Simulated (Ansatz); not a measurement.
# In5AgSe8: the cost of one run

Computed with Ansatz 0.2.0 (DFT PBEsol, scalar-relativistic, plane waves, PAW).

**1. The starting structure**

Symmetry: P-42m, No. 111, tetragonal system. Conventional cell: a = 5.902 Å, b = 5.902 Å, c = 12.092 Å, α = 90.00°, β = 90.00°, γ = 90.00°. In (site symmetry 2) has 4 Se at 2.60 to 2.70 Å as nearest neighbours. In (site symmetry -42m) has 4 Se at 2.65 Å as nearest neighbours. Ag (site symmetry -42m) has 4 Se at 2.68 Å as nearest neighbours. Se (site symmetry m) has 3 In at 2.65 to 2.70 Å as nearest neighbours. Se (site symmetry m) has 2 In at 2.60 Å and 1 Ag at 2.68 Å as nearest neighbours.

Coordinates:

```cif
data_structure
_symmetry_space_group_name_H-M 'P-42m'
_symmetry_Int_Tables_number 111
_cell_length_a 5.9024
_cell_length_b 5.9024
_cell_length_c 12.0918
_cell_angle_alpha 90.000
_cell_angle_beta 90.000
_cell_angle_gamma 90.000
_cell_volume 421.26
loop_
_atom_site_label
_atom_site_type_symbol
_atom_site_symmetry_multiplicity
_atom_site_Wyckoff_symbol
_atom_site_fract_x
_atom_site_fract_y
_atom_site_fract_z
_atom_site_occupancy
In1 In 4 m 0.00000 0.50000 0.25295 1
In2 In 1 d 0.50000 0.50000 0.00000 1
Ag1 Ag 1 c 0.00000 0.00000 0.50000 1
Se1 Se 4 n 0.22770 0.22770 0.11221 1
Se2 Se 4 n 0.72997 0.72997 0.61989 1
```

It is the result of an earlier relaxation at this level (volume 30.09 Å³/atom; gap on the mesh: 0.25 eV).

**2. The cell under PBEsol**

input.yaml reads:

```yaml
crystal:
  lattice:
    - [5.9023897153, 0.0, 0.0]
    - [0.0, 5.9023897153, 0.0]
    - [0.0, 0.0, 12.0918382656]
  atoms:
    - { symbol: In, position: [0.0, 0.5, 0.2529515094] }
    - { symbol: In, position: [0.5, 0.0, 0.7470484906] }
    - { symbol: In, position: [0.0, 0.5, 0.7470484906] }
    - { symbol: In, position: [0.5, 0.0, 0.2529515094] }
    - { symbol: In, position: [0.5, 0.5, 0.0] }
    - { symbol: Ag, position: [0.0, 0.0, 0.5] }
    - { symbol: Se, position: [0.2277031892, 0.2277031892, 0.1122091858] }
    - { symbol: Se, position: [0.2277031892, 0.7722968108, 0.8877908142] }
    - { symbol: Se, position: [0.7722968108, 0.7722968108, 0.1122091858] }
    - { symbol: Se, position: [0.7722968108, 0.2277031892, 0.8877908142] }
    - { symbol: Se, position: [0.7299744213, 0.7299744213, 0.6198859586] }
    - { symbol: Se, position: [0.7299744213, 0.2700255787, 0.3801140414] }
    - { symbol: Se, position: [0.2700255787, 0.2700255787, 0.6198859586] }
    - { symbol: Se, position: [0.2700255787, 0.7299744213, 0.3801140414] }
basis:
  ecutwfc: 420
kpoints:
  mp_grid: { grid: [6, 6, 4] }
hamiltonian:
  xc: pbesol
scf:
  occupations: { method: gaussian, width: 0.01 }
output:
  forces: true
  stress: true
  eigenvalues: true
relax:
  adjacent_minimum: "off"
  f_tol: 0.005
  max_steps: 50
  cell: { stress_tol: 0.05 }
```

On the command line:

```console
> ansatz run input.yaml --threads 8 --pin off --max-ram 22528MiB --backend cpu --events-out ev --progress --plain --runs-dir out
```

**Question.** How long does this run take on 8 threads of INTEL XEON PLATINUM 8581C at 2.30GHz (Emerald Rapids), shared host, and how much memory does it need?

About 80 s, with a peak of 3 GiB.
